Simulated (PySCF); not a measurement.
**Mg₃S⁺: structure of the doublet**

Where does doublet Mg₃S⁺ go from a trigonal planar start, is the end point a minimum, and what are its modes, charges and moments?

The runs use PySCF 2.14.0; PBE, basis S def2-SVP, Mg def2-SVP, no relativity, density fitting.

### Step 1. Starting geometry

4 atoms, charge 1, spin multiplicity 2.

Bond lengths: S1–Mg2 2.372 Å, S1–Mg3 2.372 Å, S1–Mg4 2.372 Å. Angles: Mg2–S1–Mg3 120.0°, Mg2–S1–Mg4 120.0°, Mg3–S1–Mg4 120.0°.

```xyz
4
charge 1 multiplicity 2
S     0.0000    0.0000    0.0000
Mg    2.3716    0.0000    0.0000
Mg   -1.1858    2.0539    0.0000
Mg   -1.1858   -2.0539    0.0000
```

### Step 2. First SCF at the start

The steps below are one call of a driver around PySCF. For each, scf.py gives the equivalent set-up of the SCF; relaxations use the driver's own optimiser. After this first run the driver tries any further starts and a stability analysis.

scf.py

```python
from pyscf import gto, scf, dft
mol = gto.M(atom='''
S      0.000000     0.000000     0.000000
Mg     2.371600     0.000000     0.000000
Mg    -1.185800     2.053900     0.000000
Mg    -1.185800    -2.053900     0.000000''',
    basis={'S': 'def2-SVP', 'Mg': 'def2-SVP'},
    charge=1, spin=1)
mf = dft.UKS(mol, xc='PBE')
mf.grids.atom_grid = (50, 194)
aux = {'S': 'def2-universal-JKFIT', 'Mg': 'def2-universal-JKFIT'}
mf = mf.density_fit(auxbasis=aux)
mf.conv_tol = 1e-08
mf.diis_space = 10
mf.max_cycle = 60
mf.init_guess = 'minao'
mf.verbose = 4
mf.kernel()
```

Run with:

```
$ OMP_NUM_THREADS=2 python axn.py task.json out
```

The runs that follow: Relaxing the doublet from the trigonal planar start; Relaxing without the symmetry constraint; Hessian and properties.

What does the calculation give? Wanted: minimum; geometry; wavenumbers; dipole moment; highest occupied, lowest empty level; polar-tensor charge of S1; zero-point energy; ⟨S²⟩.

**Answer**, as computed:

| quantity | value |
| --- | --- |
| minimum | doublet, C2v |
| geometry | S–Mg 2.424 Å, S–Mg 2.459 Å (×2); Mg–S–Mg 112.2°, Mg–S–Mg 123.9° (×2) |
| wavenumbers (cm⁻¹) | 29 (b2), 54 (b1), 57 (a1), 265 (a1), 316 (b2), 339 (a1) |
| dipole moment (centre of mass) | 0.67 D |
| highest occupied, lowest empty level (either spin) | -8.06, -7.37 eV |
| polar-tensor charge of S1 | -0.23 e |
| zero-point energy | 6.3 kJ/mol |
| entropy at 298.15 K | 365.9 J/(mol K) |
| ⟨S²⟩ | 1.374 |

**Reading.** The trigonal planar start (D3h) ends in a minimum of C2v symmetry. The determinant is spin-contaminated (⟨S²⟩ = 1.37 against 0.75), so it is no pure spin state. In the infrared the band at 316 cm⁻¹ (b2, stretch) leads. The density between S1 and Mg2 is low with small ELF, as in an ionic or closed-shell contact. Other starts or spin states, not run here, may lie lower.
